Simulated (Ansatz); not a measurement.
Working through a convergence test of the k-point mesh of Nb3Cr, space group Fm-3m

Program: Ansatz 0.2.0 through its Python package.

The cells in order, each with its output:

In [1]:
```python
import warnings

import ansatz as az
import matplotlib.pyplot as plt
```

In [2]:
```python
warnings.simplefilter("ignore", az.DeckWarning)

lattice = az.Lattice.of(
    (0.0, 3.21889, 3.21889),
    (3.21889, 0.0, 3.21889),
    (3.21889, 3.21889, 0.0),
)
sites = [
    ("Nb", (0.75, 0.75, 0.75)),
    ("Nb", (0.25, 0.25, 0.25)),
    ("Nb", (0.5, 0.5, 0.5)),
    ("Cr", (0.0, 0.0, 0.0)),
]
crystal = az.Crystal(lattice=lattice)
for symbol, position in sites:
    crystal = crystal.atom(symbol, position)
crystal = crystal.moments(Cr=3)

crystal.resolved().tree()["lattice"]
```
Out [2]:
```text
((0.0, 3.21889, 3.21889), (3.21889, 0.0, 3.21889), (3.21889, 3.21889, 0.0))
```

In [3]:
```python
job = (
    crystal.calculation()
    .spin(az.SpinTreatment.COLLINEAR)
    .functional("LDA")
    .pseudopotentials("paw")
    .occupations("Gaussian")
    .stress()
)
```

In [4]:
```python
rows = []
for value in [(2, 2, 2), (3, 3, 3), (4, 4, 4), (5, 5, 5), (6, 6, 6), (8, 8, 8)]:
    r = job.kpoints(mesh=value).run(threads=1, pin="off").report
    rows.append((value, r["free_energy_ev"] / len(r["lattice"]["sites"]), r["n_iterations"], sum(r["stress_gpa"][i][i] for i in range(3)) / 3, r["magnetization_mub"], r["n_kpoints"]))
```
```text
RunWarning: the starting moments were not kept: the SCF closed with an absolute magnetisation of 1.8e-6 μB, where they sum to 3 μB in size (1 site). That is at most 0.1 of that sum. Measured as dr2_m measures the in/out step, that magnetisation stands 3.5e-13 eV from none, at or under the dr2_threshold of 1.0e-7 eV: [...]
```

In [5]:
```python
print("        mesh   F/atom (eV)    iterations       P (GPa)  moment (muB)      k-points")
for row in rows:
    print(f"{str(row[0]):>12s}  {row[1]:12.5f}  {row[2]:12d}  {row[3]:12.3f}  {row[4]:12.3f}  {row[5]:12d}")
```
```text
        mesh   F/atom (eV)    iterations       P (GPa)  moment (muB)      k-points
   (2, 2, 2)   -4162.96770            13       -18.833         0.000             3
   (3, 3, 3)   -4162.58544            19       -13.316         0.001             4
   (4, 4, 4)   -4162.55915            13       -12.916         0.540             8
   (5, 5, 5)   -4162.55480            15       -13.122        -0.000            10
   (6, 6, 6)   -4162.57451            13       -12.704         0.000            16
   (8, 8, 8)   -4162.57427            13       -12.544         0.000            29
```

In [6]:
```python
# the last row is the reference
for row in rows[:-1]:
    shift = 1000 * (row[1] - rows[-1][1])
    print(f"{row[0]}: {shift:+.2f} meV/atom" + ("  (within 5 meV)" if abs(shift) < 5 else ""))
plt.figure(figsize=(4.5, 3))
plt.plot([str(row[0]) for row in rows], [1000 * (row[1] - rows[-1][1]) for row in rows], "o-")
plt.xlabel("mesh")
plt.ylabel("F - F(last) (meV/atom)")
plt.tight_layout()
plt.savefig("kconv.png", dpi=100)
```
```text
(2, 2, 2): -393.43 meV/atom
(3, 3, 3): -11.18 meV/atom
(4, 4, 4): +15.12 meV/atom
(5, 5, 5): +19.47 meV/atom
(6, 6, 6): -0.24 meV/atom  (within 5 meV)
```

From 6×6×6 on it stays within 5 meV an atom of the value at 8×8×8; the first row (2×2×2) is off by 393.4 meV and the last but one by 0.24 meV. That rests on few rows after larger swings, so the series isn't shown to be converged. This holds for F at a smearing of 0.1 eV; a narrower one needs a denser mesh. It goes up and down, since the sum over k-points isn't variational. The pressure moves from -18.83 to -12.54 GPa.

Reading the output:
- The SCF didn't keep the moments it started from (some shrank, vanished or turned); what is printed is the state reached.
- The overall sign of a collinear moment is arbitrary, and semilocal functionals can give small moments to compounds that are paramagnetic.
- Pressure is positive in compression.
- At these settings the cell as given stands under about -13 GPa, so it isn't at this functional's equilibrium volume.
- The structure comes from a database of computed cells and needn't be a stable or known phase.
- Warnings are shown shortened and without file and line.
- Shifts are counted from the finest mesh, which is itself no proven limit.
- The script silences the warnings on its input, which a real study should read.
- Hardware and time: 44 s on 1 thread of Arm Neoverse V2, on a shared host, peak memory 0.53 GiB.
